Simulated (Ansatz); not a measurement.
# Cu3Sb4O12: molecular dynamics, part 2 of 2

Purpose: to see whether any ions leave their sites. Runs: 400 steps of 1.5 fs at constant energy, with velocities drawn for 1800 K; 400 steps of 1 fs under a Nosé-Hoover thermostat at 1170 K. Host space group Im-3.

Ansatz 0.2.0; DFT LDA, plane waves, PAW, scalar-relativistic, no spin polarisation. The steps go on from the part before.

### 6 Run 2

400 steps of 1 fs under a Nosé-Hoover thermostat at 1170 K, starting from the last frame of an earlier run, with new velocities.

Input file input.yaml:

```yaml
crystal:
  lattice:
    - [7.699366, 0.0, 0.0]
    - [0.0, 7.699366, 0.0]
    - [0.0, 0.0, 7.699366]
  atoms:
    - { symbol: Cu, position: [0.02725033, -0.03978958, 0.49571409] }
    - { symbol: Cu, position: [0.00917259, 0.50107966, -0.00949602] }
    - { symbol: Cu, position: [0.50355757, 0.0795519, 0.01920071] }
    - { symbol: Sb, position: [0.23069516, 0.25902829, 0.26195233] }
    - { symbol: Sb, position: [0.24985876, 0.74817532, 0.23925251] }
    - { symbol: Sb, position: [0.2574502, 0.23311094, 0.75210143] }
    - { symbol: Sb, position: [0.74463336, 0.26874194, 0.27191155] }
    - { symbol: O, position: [0.3025713, 0.81758337, 0.49654337] }
    - { symbol: O, position: [0.17913337, 0.70114858, -0.01706283] }
    - { symbol: O, position: [0.3340778, 0.19935931, 0.50894744] }
    - { symbol: O, position: [0.00689759, 0.14670129, 0.70256618] }
    - { symbol: O, position: [0.79270841, 0.52490442, 0.31677554] }
    - { symbol: O, position: [0.30528144, 0.01949945, 0.21138918] }
    - { symbol: O, position: [0.01039035, 0.17649688, 0.34582493] }
    - { symbol: O, position: [0.69979101, 0.02066883, 0.17397265] }
    - { symbol: O, position: [0.16938308, 0.29523889, 0.01988244] }
    - { symbol: O, position: [0.50289963, 0.27255182, 0.81701744] }
    - { symbol: O, position: [0.17014583, 0.49105038, 0.33295361] }
    - { symbol: O, position: [0.49158515, 0.32288449, 0.18579733] }
    - { symbol: Cu, position: [0.50483856, 0.5098076, -0.00139938] }
    - { symbol: Cu, position: [0.49205547, 0.00791535, 0.48369049] }
    - { symbol: Cu, position: [-0.04546528, 0.47138581, 0.50983984] }
    - { symbol: Sb, position: [0.75714306, 0.76175247, 0.73424692] }
    - { symbol: Sb, position: [0.76667762, 0.23629063, 0.76973741] }
    - { symbol: Sb, position: [0.73466098, 0.76705192, 0.22459859] }
    - { symbol: Sb, position: [0.26397912, 0.72106442, 0.74245449] }
    - { symbol: O, position: [0.81698609, 0.32985067, 0.02420379] }
    - { symbol: O, position: [0.67890696, 0.2058635, 0.5033253] }
    - { symbol: O, position: [0.81798696, 0.68787734, 0.00156631] }
    - { symbol: O, position: [0.49976189, 0.68733234, 0.1717937] }
    - { symbol: O, position: [0.30839651, -0.02770306, 0.78320096] }
    - { symbol: O, position: [0.79841903, 0.49897254, 0.69814802] }
    - { symbol: O, position: [0.5053548, 0.65097466, 0.78279797] }
    - { symbol: O, position: [0.18385516, 0.46985779, 0.70293369] }
    - { symbol: O, position: [0.71031022, 0.84013275, 0.49126915] }
    - { symbol: O, position: [-5.405e-05, 0.80930833, 0.28372306] }
    - { symbol: O, position: [0.68939651, 0.00482489, 0.81384517] }
    - { symbol: O, position: [0.02113614, 0.77206902, 0.68681715] }
basis:
  ecutwfc: 420.0
kpoints:
  mp_grid: { grid: [1, 1, 1] }
hamiltonian:
  xc: lda
scf:
  occupations: { method: fermi_dirac, width: 0.05 }
  lower_state_search: "off"
md:
  timestep: 1
  n_steps: 400
  ensemble: nvt_nose_hoover
  temperature: 1170.0
  initial_velocities: maxwell_boltzmann
  seed: 19121
  nose_hoover: { tau: 100.0, chain_length: 5 }
```

Started as:

```bash
ansatz run input.yaml --threads 2 --pin off --max-ram 5120MiB --backend cpu --events-out ev --progress --plain --runs-dir out
```

The log of the run, shortened:

```text
Warning: md: disabling space-group detection — thermal motion breaks the input geometry's symmetry, so no spatial operation reduces the k-mesh or symmetrises the density; time reversal is kept, so that k and −k are solved as one point where they differ and the mesh holds both, and exact [...]
Warning: RAYON_NUM_THREADS=2 ignored (pool sized by the plan → 2); use --threads N
[...]
Pseudopotentials: kind: paw
Pseudopotential: Cu, paw, valence charge 19, recommended cutoff 420 eV (normal), Cu.paw.azcp
Pseudopotential: Sb, paw, valence charge 15, recommended cutoff 420 eV (normal), Sb.paw.azcp
Pseudopotential: O, paw, valence charge 6, recommended cutoff 420 eV (normal), O.paw.azcp
Functional definition: SPW92
[...]
Crystal: 38 atoms, lattice volume = 456.420 Å³
Basis set: ecut = 420 eV, 8925 PW (Γ)
Bands: 227, of which v1, the nominal top of the filled ones, is band 189 counted from 1 (188 counted from 0)
Symmetry: 1 space group operations
k-points: 1
[...]
SCF iter   1: F=—  HF=-103323.994775 eV  |F-HF|=—  |Δ(HF+E_count)|=         —  Δρ=2.85e-2  dr2=2.95e0  ethr=1.77e-3  ⟨swp⟩=5.0  Hψ=839  notcnv=0  defer=11
[...]
md step     0: t =     0.00 fs  T =  1170.0 K  F+E_penalty+E_count = -103323.49116901 eV  E_kin = 5.595665 eV  conserved = -103317.89550366 eV  (21 SCF iters)
[...]
md step     8: t =     8.00 fs  T =  1051.7 K  F+E_penalty+E_count = -103322.92443632 eV  E_kin = 5.030024 eV  conserved = -103317.89496058 eV  (7 SCF iters)
[...]
md step    16: t =    16.00 fs  T =   815.6 K  F+E_penalty+E_count = -103321.78660821 eV  E_kin = 3.900473 eV  conserved = -103317.89321367 eV  (4 SCF iters)
[...]
md step    24: t =    24.00 fs  T =   780.8 K  F+E_penalty+E_count = -103321.60144503 eV  E_kin = 3.734236 eV  conserved = -103317.89363188 eV  (4 SCF iters)
[...]
md step    32: t =    32.00 fs  T =   908.4 K  F+E_penalty+E_count = -103322.17397549 eV  E_kin = 4.344340 eV  conserved = -103317.89448832 eV  (8 SCF iters)
md step    33: t =    33.00 fs  T =   924.1 K  F+E_penalty+E_count = -103322.24317788 eV  E_kin = 4.419819 eV  conserved = -103317.89448981 eV  (6 SCF iters)
```

### 7 More of the same log: dynamics from the last frame of the run before

Output, continued, shortened:

```text
md step    34: t =    34.00 fs  T =   939.5 K  F+E_penalty+E_count = -103322.30997150 eV  E_kin = 4.493183 eV  conserved = -103317.89450977 eV  (9 SCF iters)
[...]
md step    55: t =    55.00 fs  T =   819.3 K  F+E_penalty+E_count = -103321.55295120 eV  E_kin = 3.918397 eV  conserved = -103317.89258245 eV  (6 SCF iters)
[...]
md step    76: t =    76.00 fs  T =  1035.1 K  F+E_penalty+E_count = -103322.30065731 eV  E_kin = 4.950413 eV  conserved = -103317.89418445 eV  (6 SCF iters)
[...]
md step    97: t =    97.00 fs  T =  1127.0 K  F+E_penalty+E_count = -103322.36417113 eV  E_kin = 5.389883 eV  conserved = -103317.89437892 eV  (5 SCF iters)
[...]
md step   118: t =   118.00 fs  T =  1304.1 K  F+E_penalty+E_count = -103322.81062534 eV  E_kin = 6.237201 eV  conserved = -103317.89501694 eV  (6 SCF iters)
[...]
md step   119: t =   119.00 fs  T =  1298.6 K  F+E_penalty+E_count = -103322.76614201 eV  E_kin = 6.210648 eV  conserved = -103317.89491305 eV  (7 SCF iters)
[...]
md
[...]
--- Forces (eV/Å), atoms counted from 1 ---
  atom   1  Cu    -0.51607906     1.81429774    -2.25719535
  atom   2  Cu    -0.32456453     0.21269926     0.42659328
  atom   3  Cu     0.29195977     0.10917343    -0.25267738
  atom   4  Sb     0.25278405     0.73315285    -0.52872721
  atom   5  Sb    -1.05414569    -1.25295548    -0.51376889
  atom   6  Sb     0.09049225     0.43524090     0.36326035
  atom   7  Sb     1.10987676    -1.32111064     0.50836724
  atom   8  O     -0.23617057     0.34229810    -4.22669817
[...]
--- MD trajectory: 400 steps, t = 0.0 → 400.0 fs ---
  final state: T = 1199.1 K   F+E_penalty+E_count = -103321.62113455 eV   E_kin = 5.734834 eV
  conserved energy: peak-to-peak 4.207e-3 eV (1.107e-4 eV/atom) over 400.0 fs
```

Wall time 7.6 min (2 threads of AMD EPYC 9R45 (Zen 5), shared host); peak memory 0.7 GiB.

### 8 The trajectory

One step in 16; energies are changes from step 0; msd is the mean square displacement from the start, the centre of mass held:

| time (fs) | T (K) | potential energy change (meV/atom) | conserved energy change (meV/atom) | msd Cu (Å²) | msd O (Å²) | msd Sb (Å²) |
| --- | --- | --- | --- | --- | --- | --- |
| 0.0 | 1170 | 0.0 | 0.00 | 0.000 | 0.000 | 0.000 |
| 16.0 | 816 | 44.9 | 0.06 | 0.010 | 0.039 | 0.004 |
| 32.0 | 908 | 34.7 | 0.03 | 0.032 | 0.082 | 0.014 |
| 48.0 | 936 | 34.6 | 0.02 | 0.060 | 0.106 | 0.026 |
| 64.0 | 936 | 38.9 | 0.03 | 0.095 | 0.127 | 0.036 |
| 80.0 | 1029 | 33.8 | 0.04 | 0.132 | 0.142 | 0.045 |
| 96.0 | 1119 | 30.1 | 0.03 | 0.169 | 0.138 | 0.057 |
| 112.0 | 1245 | 22.4 | 0.04 | 0.204 | 0.127 | 0.072 |
| 128.0 | 1145 | 42.0 | 0.08 | 0.243 | 0.145 | 0.082 |
| 144.0 | 1195 | 40.8 | 0.05 | 0.288 | 0.160 | 0.096 |
| 160.0 | 1257 | 36.6 | 0.05 | 0.328 | 0.156 | 0.117 |
| 176.0 | 1105 | 58.1 | 0.09 | 0.350 | 0.170 | 0.139 |
| 192.0 | 1267 | 39.1 | 0.02 | 0.351 | 0.203 | 0.155 |
| 208.0 | 1109 | 60.0 | 0.08 | 0.341 | 0.225 | 0.164 |
| 224.0 | 1171 | 52.8 | 0.05 | 0.331 | 0.200 | 0.172 |
| 240.0 | 1111 | 61.1 | 0.04 | 0.326 | 0.173 | 0.166 |
| 256.0 | 1118 | 61.4 | 0.06 | 0.314 | 0.163 | 0.149 |
| 272.0 | 1284 | 41.6 | 0.03 | 0.285 | 0.159 | 0.134 |
| 288.0 | 1050 | 72.1 | 0.10 | 0.241 | 0.178 | 0.121 |
| 304.0 | 1276 | 44.6 | 0.05 | 0.197 | 0.186 | 0.107 |
| 320.0 | 1275 | 45.4 | 0.06 | 0.162 | 0.200 | 0.095 |
| 336.0 | 1274 | 45.6 | 0.05 | 0.138 | 0.206 | 0.088 |
| 352.0 | 1252 | 47.7 | 0.05 | 0.131 | 0.185 | 0.087 |
| 368.0 | 1256 | 45.8 | 0.05 | 0.137 | 0.173 | 0.079 |
| 384.0 | 1070 | 67.4 | 0.09 | 0.158 | 0.147 | 0.068 |
| 400.0 | 1199 | 49.2 | 0.00 | 0.184 | 0.102 | 0.060 |

time (fs), T (K) and a bar:
```
      0.0       1170 #######################
     17.0        795 
     35.0        954 ##########
     52.0        851 ###
     70.0       1016 ##############
     87.0       1029 ##############
    104.0       1144 ######################
    122.0       1257 ############################
    139.0       1176 ########################
    157.0       1220 ##########################
    174.0       1134 #####################
    191.0       1276 ##############################
    209.0       1123 ####################
    226.0       1134 #####################
    243.0       1137 #####################
    261.0       1142 #####################
    278.0       1266 #############################
    296.0       1162 #######################
    313.0       1281 ##############################
    330.0       1247 ############################
    348.0       1242 ############################
    365.0       1280 ##############################
    383.0       1070 #################
    400.0       1199 #########################
```

Pair distribution over the second half of the run:

| r (Å) | g O–O | g Sb–O | g Cu–O |
| --- | --- | --- | --- |
| 0.68 | 0.00 | 0.00 | 0.00 |
| 0.84 | 0.00 | 0.00 | 0.00 |
| 1.00 | 0.00 | 0.00 | 0.00 |
| 1.16 | 0.00 | 0.00 | 0.00 |
| 1.32 | 0.00 | 0.00 | 0.00 |
| 1.48 | 0.00 | 0.00 | 0.00 |
| 1.64 | 0.00 | 0.01 | 0.01 |
| 1.80 | 0.00 | 0.66 | 1.37 |
| 1.96 | 0.00 | 6.10 | 3.36 |
| 2.12 | 0.00 | 5.58 | 2.61 |
| 2.28 | 0.05 | 1.14 | 1.54 |
| 2.44 | 0.40 | 0.03 | 1.31 |
| 2.60 | 1.65 | 0.00 | 0.93 |
| 2.76 | 3.27 | 0.00 | 1.01 |
| 2.92 | 3.21 | 0.00 | 0.91 |
| 3.08 | 2.07 | 0.00 | 0.81 |
| 3.24 | 1.00 | 0.01 | 1.19 |
| 3.40 | 0.29 | 0.13 | 0.99 |
| 3.56 | 0.22 | 0.56 | 0.61 |
| 3.72 | 0.38 | 1.64 | 0.38 |

First peaks of g(r) that rise above 1 (not always the tallest), and, where a minimum follows, the mean number of second-named atoms round a first-named one up to the next minimum:

| pair | peak (Å) | height | minimum (Å) | neighbours |
| --- | --- | --- | --- | --- |
| O–O | 2.84 | 3.4 | 3.48 | 10.1 |
| Sb–O | 2.04 | 7.1 | 2.52 | 6.0 |
| Cu–O | 1.96 | 3.4 | - | - |

Maxima of the velocity power spectrum (cm⁻¹, relative height; resolution about 170 cm⁻¹): 150 (98), 250 (100), 500 (63).

### 9 Snapshots as a file

Positions (Å) and forces (eV/Å):

```xyz
38
Lattice="7.699 0.000 0.000 0.000 7.699 0.000 0.000 0.000 7.699" Properties=species:S:1:pos:R:3:forces:R:3 pbc="T T T" time_fs=133.0 T=1129 dE=1.7393
Cu   -0.161    0.070    3.959   -0.173   -0.472   -0.112
Cu    0.093    3.817    0.147   -1.214    1.040    0.047
Cu    4.062    0.148   -0.222   -1.013   -0.413    1.240
Sb    1.858    1.812    1.874    2.451    0.867   -0.691
Sb    1.855    5.979    1.883    0.848   -3.114   -1.789
Sb    1.980    1.981    5.707    0.055   -0.114    0.744
Sb    5.778    1.928    1.922   -2.063   -0.132   -1.667
O     2.384    6.144    3.678    0.762    1.089    2.497
O     1.580    5.385   -0.064   -0.312   -0.808    0.854
O     2.533    1.589    3.874   -0.532   -1.002   -1.549
O    -0.107    1.656    5.202    1.915   -0.876   -0.609
O     6.293    3.757    2.419    0.610    0.942    0.284
O     2.512   -0.066    1.151   -0.915    1.052    0.720
O    -0.001    1.560    2.192   -0.697   -1.437    0.821
O     5.189   -0.267    1.325    0.429    1.935    0.156
O     1.219    2.416   -0.184    1.173   -1.096    0.706
O     3.883    2.477    6.355   -1.284   -0.526   -0.984
O     1.687    3.757    2.112   -1.660    0.941    0.746
O     3.705    2.138    1.251    0.988    0.396    0.265
Cu    3.532    3.927    0.027    0.966   -0.558    0.326
Cu    3.967   -0.099    3.896   -1.767    1.667    0.112
Cu    0.340    3.851    3.671   -0.637   -0.110    0.067
Sb    5.825    5.627    5.996   -0.278    0.140   -1.014
Sb    5.771    1.912    5.807   -0.680    2.288   -0.703
Sb    5.632    5.678    2.093    1.322   -0.334   -0.590
Sb    1.888    5.795    5.722    2.010    1.091   -0.024
O     5.896    2.579   -0.006    1.737   -0.686    0.377
O     5.232    1.464    3.705    0.127   -0.468    1.578
O     6.293    5.227    0.203    0.615   -0.152   -1.020
O     3.882    4.978    1.774   -1.375    0.491   -1.082
O     2.660    0.047    6.085   -0.746    0.140   -0.416
O     6.179    3.840    5.149    0.301    0.721    0.811
O     3.765    5.287    6.098    1.763    0.147    0.916
O     1.722    3.923    5.274   -1.512   -0.781   -1.274
O     5.411    6.549    3.904    1.498   -2.131    0.188
O     0.006    6.116    2.465   -0.827    0.567    0.540
O     5.430    0.025    6.189    0.043   -0.404    0.197
O     0.111    6.408    5.542   -1.930    0.099   -0.666
38
Lattice="7.699 0.000 0.000 0.000 7.699 0.000 0.000 0.000 7.699" Properties=species:S:1:pos:R:3:forces:R:3 pbc="T T T" time_fs=267.0 T=1207 dE=1.9393
Cu    0.039    0.152    3.736   -0.351   -1.029    0.088
Cu   -0.071    3.795   -0.219   -0.336    0.623    0.626
Cu    3.742   -0.361    0.315    0.164    0.868   -0.652
Sb    1.995    1.796    1.832    0.583    0.141    0.626
Sb    1.996    5.505    2.114   -0.242    2.330   -1.634
Sb    1.866    2.142    5.740    0.593   -2.068   -1.847
Sb    5.837    1.721    1.843    0.413    0.614   -2.336
O     2.527    6.452    3.862   -1.355   -2.446    1.006
O     1.427    5.710    0.071    0.144   -1.401   -0.499
O     2.379    1.426    3.829   -0.154    0.616    0.152
O    -0.191    1.575    5.124    3.046   -0.070    0.093
O     6.319    3.714    2.336    0.064   -0.047    0.551
O     2.365   -0.165    1.684    0.327   -0.225   -0.758
O     0.103    1.349    2.223   -0.810   -0.099   -0.081
O     5.502   -0.201    1.279   -0.184   -0.360    0.359
O     1.373    2.385   -0.108   -0.643    0.676    1.088
O     3.775    2.501    6.292    0.059   -0.651   -2.339
O     1.481    3.697    2.480    0.332   -0.647   -0.505
O     3.948    1.832    1.153   -1.201    1.192    0.375
Cu    4.001    3.794   -0.241    0.749    1.240    2.552
Cu    3.824    0.010    4.077    0.939    1.425   -0.617
Cu   -0.359    4.159    3.969    0.749   -0.486   -0.150
Sb    5.749    6.078    5.791   -0.630   -2.226    1.315
Sb    5.759    1.994    5.705   -1.542    1.500   -0.039
Sb    5.831    5.615    2.006    0.756    0.803   -1.704
Sb    1.916    5.902    5.806   -0.377    0.998    0.739
O     6.065    2.469   -0.046    0.804   -0.049   -0.105
O     5.399    1.492    3.632   -1.518   -0.401    3.265
O     6.255    5.204    0.035   -0.082    0.408   -0.375
O     3.993    5.003    1.662   -1.591   -0.051   -0.582
O     2.600    0.250    6.074   -0.977   -1.465    0.417
O     6.147    4.009    5.564    0.117   -0.023   -1.233
O     3.844    5.440    6.481   -0.075    0.902   -0.664
O     1.311    3.970    5.183    0.127    0.986    0.615
O     5.558    6.500    3.773   -1.968   -0.425    0.958
O     0.023    6.145    2.404    1.017   -0.381    0.742
O     5.310    0.207    6.225   -0.544   -0.921    0.120
O    -0.193    6.368    5.123    3.598    0.153    0.432
38
Lattice="7.699 0.000 0.000 0.000 7.699 0.000 0.000 0.000 7.699" Properties=species:S:1:pos:R:3:forces:R:3 pbc="T T T" time_fs=400.0 T=1199 dE=1.8700
Cu    0.195   -0.314    4.223   -0.516    1.814   -2.257
Cu    0.027    3.783   -0.055   -0.325    0.213    0.427
Cu    4.003    0.244   -0.188    0.292    0.109   -0.253
Sb    1.826    1.852    2.059    0.253    0.733   -0.529
Sb    1.910    5.805    2.094   -1.054   -1.253   -0.514
Sb    1.886    1.772    5.850    0.090    0.435    0.363
Sb    5.708    2.169    1.863    1.110   -1.321    0.508
O     2.232    6.232    4.167   -0.236    0.342   -4.227
O     1.173    5.464    0.149    0.613   -0.963   -0.092
O     2.313    1.540    3.969    0.170   -0.720   -0.764
O    -0.113    1.269    5.284    1.121    0.408    0.724
O     6.473    3.969    2.190   -0.033    0.585   -0.004
O     2.442   -0.043    1.675    0.635    1.078    0.115
O    -0.042    1.514    2.529   -0.236    0.956   -0.226
O     5.536    0.321    1.105   -1.244   -1.946    0.187
O     1.520    2.301    0.077   -0.385    0.089   -0.007
O     4.022    2.068    6.476   -2.091    0.631   -0.059
O     1.677    3.834    2.612    0.006    0.388   -0.676
O     3.836    2.568    1.309   -0.363   -0.988    1.552
Cu    3.872    3.902    0.124    0.477    1.062   -1.801
Cu    3.682   -0.280    3.411    1.192    0.758    1.242
Cu    0.293    3.666    3.829   -1.369    0.276    0.844
Sb    5.747    5.804    5.698   -1.227   -0.726   -1.036
Sb    5.754    2.041    5.612    0.518   -1.362   -0.655
Sb    5.811    5.955    1.842   -0.426   -0.431   -0.958
Sb    1.881    5.687    5.946    1.712   -1.712    1.892
O     6.307    2.471   -0.089    0.491    0.492   -0.560
O     5.061    1.578    3.679    0.748    0.420   -0.037
O     5.861    5.281   -0.132    0.883    0.192    1.111
O     3.875    5.388    1.606   -0.880   -0.136   -0.717
O     2.466   -0.136    6.131    0.127    1.052    2.015
O     6.451    3.853    5.148   -0.258   -0.264   -0.018
O     3.844    5.037    5.984   -0.092    0.177    1.323
O     1.676    3.717    5.476   -1.115    0.214   -0.154
O     5.312    6.168    3.710   -0.586    0.214    0.472
O    -0.162    6.582    2.338    2.769   -0.820    0.720
O     5.203   -0.030    5.714    0.346    0.305    1.476
O     0.037    6.035    5.431   -1.118   -0.299    0.570
```

On run 2: Against a set 1170 K the second half averages 1192 K with a spread of 78 K (in equilibrium 38 atoms would scatter by about 157 K, over a far longer run). The conserved energy strays from its start by at most 0.10 meV/atom, under 0.1 % of the mean kinetic energy, which is good for a step of 1 fs. The atom that moves most swings out by 1.12 Å (the median distance to the nearest neighbour, bonds to H left out, is 1.96 Å), and none ends a neighbour distance from its start.

### 10 What came out

The summary covers parts 1 to 2.

| quantity | value |
| --- | --- |
| run 1: length | 400 steps of 1.5 fs |
| run 1: temperature, first and last step | 1800 and 976 K |
| run 1: temperature, second half | mean 892 K, from 758 to 1041 K |
| run 1: potential energy, second half | +115 meV/atom from this run's first step |
| run 1: largest change of the total energy | 0.41 meV/atom |
| run 1: mean square displacement, second half | Cu 0.089, O 0.057, Sb 0.028 Å² |
| run 2: length | 400 steps of 1 fs |
| run 2: temperature, first and last step | 1170 and 1199 K |
| run 2: temperature, second half | mean 1192 K, from 1047 to 1298 K |
| run 2: potential energy, second half | +53 meV/atom from this run's first step |
| run 2: largest change of the conserved energy | 0.10 meV/atom |
| run 2: mean square displacement, second half | Cu 0.228, O 0.180, Sb 0.117 Å² |

What this shows: Mean temperatures of the second halves: 892 K, 1192 K. In the last run: the atom that moves most swings out by 1.12 Å (the median distance to the nearest neighbour, bonds to H left out, is 1.96 Å), and none ends a neighbour distance from its start. A run of 400 fs with 38 atoms shows the motion but fixes no equilibrium value.
